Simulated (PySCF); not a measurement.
# SrS⁺: spin, charge, geometry and surroundings

How does SrS⁺ answer to another spin, charge, distance or environment?

Method: each script names its method and basis; program: PySCF 2.14.0.

4 further runs of the same task are left out: 4 that didn't finish.

## (1) The system as given

SrS⁺: 2 atoms, charge 1, spin multiplicity 2.

Bond lengths: Sr1–S2 2.599 Å.

## (2) Base script

Input file input.py:

```python
from pyscf import gto, dft

mol = gto.M(
    atom='Sr 0 0 0; S 0 0 2.599',
    basis='crenbl',
    ecp={'Sr': 'crenbl', 'S': 'crenbl'},
    charge=1,
    spin=1,
    verbose=3,
)
mf = dft.UKS(mol, xc='pw91')
mf.kernel()
mf.stability(internal=True, external=True)
mf.dip_moment()
print('orbital energies (hartree):', [e[max(0, n-3):n+3].round(4) for e, n in zip(mf.mo_energy, mol.nelec)])
```

Run with:

```bash
python input.py
```

Its log is not repeated here.

In short: E(SCF) = -40.560416 Eh, ⟨S²⟩ = 0.758, internal stable; real -> complex stable; UHF/UKS -> GHF/GKS unstable.

The bond length is a typed value, not an optimised one. The dipole of an ion depends on the origin.

## (3) Sextet

Variant 1 changes spin (2S): 1 → 5.

Input file input.py:

```python
from pyscf import gto, dft

mol = gto.M(
    atom='Sr 0 0 0; S 0 0 2.599',
    basis='crenbl',
    ecp={'Sr': 'crenbl', 'S': 'crenbl'},
    charge=1,
    spin=5,
    verbose=3,
)
mf = dft.UKS(mol, xc='pw91')
mf.kernel()
mf.stability(internal=True, external=True)
mf.dip_moment()
print('orbital energies (hartree):', [e[max(0, n-3):n+3].round(4) for e, n in zip(mf.mo_energy, mol.nelec)])
```

Run with:

```bash
python input.py
```

## (4) Charge +0 (singlet)

Variant 2 changes charge: 1 → 0; spin (2S): 1 → 0.

input.py, as its differences from that of step 2:

```diff
@@ -6,4 +6,4 @@
     ecp={'Sr': 'crenbl', 'S': 'crenbl'},
-    charge=1,
-    spin=1,
+    charge=0,
+    spin=0,
     verbose=3,
```

## (5) Bond 2.521 Å

Variant 3 changes bond length: 2.599 Å → 2.521 Å.

input.py, as its differences from that of step 2:

```diff
@@ -3,3 +3,3 @@
 mol = gto.M(
-    atom='Sr 0 0 0; S 0 0 2.599',
+    atom='Sr 0 0 0; S 0 0 2.521',
     basis='crenbl',
```

## (6) Bond 2.677 Å

Variant 4 changes bond length: 2.599 Å → 2.677 Å.

input.py, as its differences from that of step 2:

```diff
@@ -3,3 +3,3 @@
 mol = gto.M(
-    atom='Sr 0 0 0; S 0 0 2.599',
+    atom='Sr 0 0 0; S 0 0 2.677',
     basis='crenbl',
```

Q: Predict the outcome of this session. Wanted: for each run, E(SCF); from base; SCF dipole; after the SCF.

**Answer**, as computed:

| run | E(SCF) (hartree) | from base (eV) | SCF dipole (D) | after the SCF |
| --- | --- | --- | --- | --- |
| base | -40.560416 | 0 | n/a | unstable: UHF/UKS -> GHF/GKS |
| sextet | -40.166782 | +10.7113 | n/a | unstable: UHF/UKS -> GHF/GKS |
| charge +0 (singlet) | -40.794415 | -6.3674 | 9.72 | unstable: internal, UHF/UKS -> GHF/GKS |
| bond 2.521 Å | -40.550224 | +0.2773 | n/a | unstable: UHF/UKS -> GHF/GKS |
| bond 2.677 Å | -40.567349 | -0.1887 | n/a | unstable: UHF/UKS -> GHF/GKS |

**Reading.** Of the runs whose energies can be compared, “sextet” moves the SCF energy most (+10.711 eV). The sextet solution found lies 10.71 eV above the base doublet at this geometry and level. At the SCF level, adding an electron (to the singlet) releases 6.37 eV at fixed geometry.
